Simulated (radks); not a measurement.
# V⁹⁺ in [He] 2s2 2p5.5 3s2 3p2 4p0.5: an all-electron calculation

What are the levels of the vanadium ion V9+, how large are its shells, and how does its energy divide?

Method: non-relativistic Kohn-Sham, PBE, spin-unpolarised, spherical densities, point nucleus. Code: radks (a radial shooting solver on a logarithmic mesh, Libxc functionals) version 1.

### 1 The atom as given

- element: vanadium (Z = 23)
- charge: +9
- electrons: 14
- configuration: [He] 2s2 2p5.5 3s2 3p2 4p0.5

### 2 The calculation

Settings of this run:

```text
Z 23
configuration [He] 2s2 2p5.5 3s2 3p2 4p0.5
relativity non-relativistic
functional pbe,pbe
spin unpolarised
nucleus point
```

Launch:

```console
$ python run_ks.py task.json out
```

All runs below come from this command, one after another.

**Question.** What will this run give?

The runs gave:

```
                        quantity                value
                    total energy   -902.00915 hartree
exchange-correlation share of it               4.17 %
                            −T/E               0.9994
          highest occupied level       4p, -104.82 eV
    most extended occupied level  4p, <r> = 1.76 bohr
 radius at density 0.001 e/bohr³            2.68 bohr
    maxima of the radial density                    3
```

**Reading.** The radial density shows 3 maxima for 4 occupied principal shells; where shells overlap, one shows as a shoulder or not at all. The ratio −T/E is 0.9994; for a non-relativistic Coulomb system it is 1 up to the kinetic part of correlation. This is not the tabulated ground configuration, so its levels and sizes aren't those of the ground state, and no measured value stands beside it.
